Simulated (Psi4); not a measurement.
**triplet BBrF2: levels of theory compared**

Aim: a comparison of 5 runs (UHF/STO-3G, UHF/3-21G, UB3LYP/6-31G*, UHSE06/aug-cc-pVDZ) of triplet BBrF2. 

The calculation is run with Psi4 1.11.

## (1) Starting point

BBrF2: 4 atoms, total charge 0, spin state triplet. As SMILES of the parent species, `FB(F)Br`. The coordinates come from a PBE0-D4/def2-TZVP relaxation. That shape belongs to the parent species and isn't relaxed for this state.

Bond lengths: F1–B2 1.309 Å, B2–F3 1.309 Å, B2–Br4 1.903 Å. Angles: F1–B2–F3 119.2°, F1–B2–Br4 120.4°, F3–B2–Br4 120.4°.

## (2) Energy and forces at UHF/STO-3G (run 1)

The input, calc.inp:

```
memory 1600 mb

molecule system {
  0 3
  F     -0.215650    -1.366490    -0.109870
  B     -0.127940    -0.063330    -0.022770
  F     -1.212420     0.659630    -0.144250
  Br     1.556010     0.770190     0.276890
  symmetry c1
  no_reorient
  no_com
}

set {
  reference     uhf
  puream        true
  e_convergence 1e-09
  d_convergence 1e-08
  scf_type      pk
  maxiter       100
}

result, w = gradient('hf/STO-3G', return_wfn=True)
```

Started as:

```
psi4 -n 1 calc.inp calc.out
```

calc.out:

```text
[...]
  Running in c1 symmetry.
[...]
  Nuclear repulsion =  222.994940053662958
[...]
  Multiplicity = 3
[...]
  Nalpha       = 30
  Nbeta        = 28
[...]
    Number of basis functions: 33
[...]
   @UHF iter   1: -2764.90674454872760   -2.21643e+00   8.11383e-03 ADIIS/DIIS
[...]
   @UHF iter  13: -2764.98108829347984   -2.72848e-12   9.93420e-09 DIIS
[...]
   @S^2 Observed:                2.006359913E+00
[...]
  @UHF Final Energy: -2764.98108829347984
   => Energetics <=
    Nuclear Repulsion Energy =            222.9949400536629582
    One-Electron Energy =               -4312.8783532800298417
    Two-Electron Energy =                1324.9023249328870406
    Total Energy =                      -2764.9810882934798428
  UHF NO Occupations:
  HONO-2 :   28  A 1.9972401
  HONO-1 :   29  A 1.0000000
[...]
  -Total Gradient:
     Atom            X                  Y                   Z
    ------   -----------------  -----------------  -----------------
       1       -0.018962843328     0.076990337165     0.001525970699
       2        0.042264595721     0.020911589184     0.007525640306
       3        0.049374217006    -0.061928626857     0.003882376054
       4       -0.072675969756    -0.035973299526    -0.012933987130
[...]
```

Run time: 1.4 s. Hardware: 1 thread of Intel Xeon 6975P-C (Granite Rapids), shared host; peak memory 0.2 GiB.

## (3) A single-point energy at UHF/3-21G (run 2)

The input, bbrf2.in:

```
memory 1.6 GB

molecule molecule1 {
  0 3
  F
  B 1 1.309009
  F 2 1.309017 1 119.21827
  Br 2 1.902693 1 120.39094 3 179.99943
  symmetry c1
  no_reorient
  no_com
}

set {
  basis         3-21G
  reference     uhf
  puream        true
  e_convergence 1e-09
  d_convergence 1e-08
  scf_type      pk
  maxiter       100
}

E, wfn = energy("scf", return_wfn=True)
oeprop(wfn, "DIPOLE", "LOWDIN_CHARGES", "QUADRUPOLE")
```

Started as:

```
psi4 bbrf2.in bbrf2.out -n 1
```

bbrf2.out:

```text
[...]
  Running in c1 symmetry.
[...]
  Nuclear repulsion =  222.994929387424236
[...]
  Multiplicity = 3
[...]
  Nalpha       = 30
  Nbeta        = 28
[...]
    Number of basis functions: 49
[...]
   @UHF iter   1: -2782.21881097592541   -1.80102e+00   8.55518e-03 ADIIS/DIIS
[...]
   @UHF iter  12: -2782.28324928272650   -4.54747e-13   8.36317e-09 DIIS
[...]
   @S^2 Observed:                2.006903171E+00
[...]
  @UHF Final Energy: -2782.28324928272650
   => Energetics <=
    Nuclear Repulsion Energy =            222.9949293874242358
    One-Electron Energy =               -4322.0777648295370454
    Two-Electron Energy =                1316.7995861593863083
    Total Energy =                      -2782.2832492827265014
  UHF NO Occupations:
  HONO-2 :   28  A 1.9977604
  HONO-1 :   29  A 1.0000000
[...]
 Multipole Moments:
 ------------------------------------------------------------------------------------
     Multipole            Electronic (a.u.)      Nuclear  (a.u.)        Total (a.u.)
 ------------------------------------------------------------------------------------
 L = 1.  Multiply by 2.5417464519 to convert [e a0] to [Debye]
 Dipole X            :          0.0000915           -0.0000241            0.0000674
 Dipole Y            :          5.2592226           -3.2561802            2.0030423
 Dipole Z            :          3.0844282           -1.9096902            1.1747380
 Magnitude           :                                                    2.3221085
 L = 2.  Multiply by 1.3450342976 to convert [e a0^2] to [Debye ang]
 Quadrupole XX       :        -24.9262859            0.0000000          -24.9262859
 Quadrupole XY       :         -0.0018031            0.0016914           -0.0001118
[...]
```

Run time: 1.3 s. Hardware: 1 thread of Intel Xeon 6975P-C (Granite Rapids), shared host; peak memory 0.21 GiB.

Runs 3 to 4 aren't shown in full; the table further down has their settings and results.

## (4) Energy and forces at UHSE06/aug-cc-pVDZ (run 5)

The input, bbrf2.xyz:

```xyz
4
BBrF2
F     -0.215650    -1.366490    -0.109870
B     -0.127940    -0.063330    -0.022770
F     -1.212420     0.659630    -0.144250
Br     1.556010     0.770190     0.276890
```

The input, run_ase.py:

```python
import numpy as np
from ase.calculators.psi4 import Psi4
from ase.io import read

a = read('bbrf2.xyz')
calc = Psi4(atoms=a, method='hse06', basis='aug-cc-pVDZ', memory='1600MB', num_threads=1, charge=0, multiplicity=3, label='bbrf2', reference='uks')
calc.psi4.set_options({'puream': True, 'e_convergence': 1e-09, 'd_convergence': 1e-08, 'scf_type': 'pk', 'dft_radial_points': 99, 'dft_spherical_points': 590, 'maxiter': 100})
a.calc = calc

forces = a.get_forces()
print(f'energy: {a.get_potential_energy():.6f} eV')
print('forces / eV A^-1')
print(np.round(forces, 5))
```

Started as:

```
python run_ase.py
```

bbrf2.dat:

```text
[...]
  Running in c1 symmetry.
[...]
  Nuclear repulsion =  222.994940053662901
[...]
  Multiplicity = 3
[...]
  Nalpha       = 30
  Nbeta        = 28
[...]
    Number of basis functions: 105
[...]
   @UKS iter   1: -2797.85579459083192   -1.28358e+00   7.38620e-03 ADIIS/DIIS
[...]
   @UKS iter  14: -2798.06423569471099   -6.82121e-12   1.58436e-09 DIIS
[...]
   @S^2 Observed:                2.004946429E+00
[...]
  @UKS Final Energy: -2798.06423569471099
   => Energetics <=
    Nuclear Repulsion Energy =            222.9949400536629014
    One-Electron Energy =               -4334.6641577198606683
    Two-Electron Energy =                1401.9326284591300009
    DFT Exchange-Correlation Energy =     -88.3276464876425962
    Empirical Dispersion Energy =           0.0000000000000000
    VV10 Nonlocal Energy =                  0.0000000000000000
    Total Energy =                      -2798.0642356947109874
[...]
  -Total Gradient:
     Atom            X                  Y                   Z
    ------   -----------------  -----------------  -----------------
       1       -0.009700447582     0.068541962310     0.002433637551
       2       -0.010444720269    -0.005176246846    -0.001851543706
       3        0.048326034341    -0.049416535746     0.004434547192
       4       -0.028161830636    -0.013939757254    -0.005013258599
[...]
```

The script printed:

```text
energy: -76139.206038 eV
forces / eV A^-1
[[ 0.49882 -3.52457 -0.12514]
 [ 0.53709  0.26617  0.09521]
 [-2.48502  2.5411  -0.22803]
 [ 1.44814  0.71681  0.25779]]
```

Wall time 92 s (1 thread of Intel Xeon 6975P-C (Granite Rapids), shared host); peak memory 1 GiB.

## (5) The series

| run | level | task | integration grid | energy (Eh) | dipole moment (D) | HOMO energy (eV) | ⟨S²⟩ | wall time |
| --- | --- | --- | --- | --- | --- | --- | --- | --- |
| 1 | UHF/STO-3G | gradient | – | -2764.981088 | 5.05 | -1.09 | 2.006 | 1.4 s |
| 2 | UHF/3-21G | energy | – | -2782.283249 | 5.90 | -4.37 | 2.007 | 1.3 s |
| 3 | UB3LYP/6-31G* (spherical functions) | gradient | 99 radial × 590 angular | -2798.280336 | 3.65 | -1.40 | 2.004 | 11 s |
| 4 | UB3LYP/6-31G* (Cartesian functions) | gradient | 99 radial × 590 angular | -2798.291985 | 3.67 | -1.41 | 2.004 | 11 s |
| 5 | UHSE06/aug-cc-pVDZ | gradient | 99 radial × 590 angular | -2798.064236 | 4.00 | -2.01 | 2.005 | 92 s |

## (6) Summary of results

```
                                 quantity           value
                      run 5: total energy  -2798.06424 Eh
                     run 5: dipole moment          4.00 D
run 5: HOMO energy (highest over α and β)        -2.01 eV
                              run 5: ⟨S²⟩           2.005
          run 5: largest force on an atom      3.562 eV/Å
```

The dipole moment (its size) runs from 3.65 D (UB3LYP/6-31G*) to 5.90 D (UHF/3-21G). The two ends differ in method and basis. Totals of different functionals can't be ranked against each other. In run 1 the basis is minimal, so the values are rough. All runs together took 2 min, the longest 92 s.
